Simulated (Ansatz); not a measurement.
Ir, space group Pmma: an equation of state with a fit, run with the Python package of Ansatz (0.2.0).

The script, `run_eos.py`:
```python
"""Equation of state of Ir."""

import warnings

import ansatz
import numpy as np

VECTORS = np.array([
    [12.23846, 0.0, 0.0],
    [0.0, 2.23343, 0.0],
    [0.0, 0.0, 7.193],
])
SITES = [
    ("Ir", [0.25, 0.0, 0.16399]),
    ("Ir", [0.75, 0.0, 0.83601]),
]


def on_lattice(cell):
    crystal = ansatz.Crystal(lattice=ansatz.Lattice.of(cell))
    for symbol, position in SITES:
        crystal = crystal.atom(symbol, position)
    return crystal


def main() -> None:
    warnings.simplefilter("ignore", ansatz.DeckWarning)

    # uniform scaling of the cell
    volumes, energies = [], []
    for scale in np.linspace(0.95, 1.07, 5):
        cell = VECTORS * scale ** (1 / 3)
        base = (
            on_lattice(cell).calculation()
            .functional(ansatz.Functional.PBESOL)
            .basis(470)
            .occupations("Fermi-Dirac", width=50 * ansatz.meV)
            .kpoints(3, 13, 4)
        )
        rep = base.run(threads=1, pin="off").report
        volumes.append(abs(np.linalg.det(cell)) / len(SITES))
        energies.append(rep["free_energy_ev"] / len(SITES))
        print(f"V = {volumes[-1]:8.4f} A^3/atom  F = {energies[-1]:.5f} eV/atom")

    # third-order Birch-Murnaghan: a cubic in V^(-2/3)
    x = np.array(volumes) ** (-2 / 3)
    poly = np.polynomial.Polynomial.fit(x, energies, 3).convert()
    roots = poly.deriv().roots()
    x0 = min((r.real for r in roots if abs(r.imag) < 1e-9 and poly.deriv(2)(r.real) > 0), key=lambda r: abs(r - x.mean()))
    v0 = x0 ** -1.5
    b0 = 4 / 9 * poly.deriv(2)(x0) * v0 ** (-7 / 3) * 160.21766
    b1 = 4 + 2 / 3 * x0 * poly.deriv(3)(x0) / poly.deriv(2)(x0)
    print(f"V0 = {v0:.4f} A^3/atom, B0 = {b0:.1f} GPa, dB/dP = {b1:.2f}")


if __name__ == "__main__":
    main()
```

Its results, one of them left out:

| V (Å³/atom) | F less the lowest row shown (meV/atom) |
| --- | --- |
| 93.391 | 27.44 |
| 96.340 | ? |
| 99.289 | 0.00 |
| 102.238 | 5.82 |
| 105.187 | 21.82 |

What is the missing energy at 96.340 Å³ an atom?

A third-order Birch-Murnaghan fit, E = E0 + (9 V0 B0 / 16) [(t - 1)³ B' + (t - 1)² (6 - 4t)] with t = (V0/V)^(2/3), through the 4 rows shown gives V0 = 99.271 Å³, B0 = 22.3 GPa, B' = 5.09 and E0 = 0.00 meV. At V = 96.340 Å³, t = 1.02018, and the fit interpolates to 6.40 meV. The run gave 6.40 meV, a miss of 0.00 meV.

Notes:
- Shape and fractional positions are held along the curve, so the bulk modulus is an upper value where they are free to relax, by a factor of two or more in layered or hydrogen-bonded cells.
- The cell holds layers, chains or clusters in vacuum, no bulk phase.
- Points of the mesh across the vacuum add cost only.
- Spin-orbit coupling, which matters for elements this heavy, is left out.
- This isn't the structure that Ir takes at ambient conditions.
- Finished in 42 s on 1 thread of Arm Neoverse V1 (shared host), peak memory 0.54 GiB.
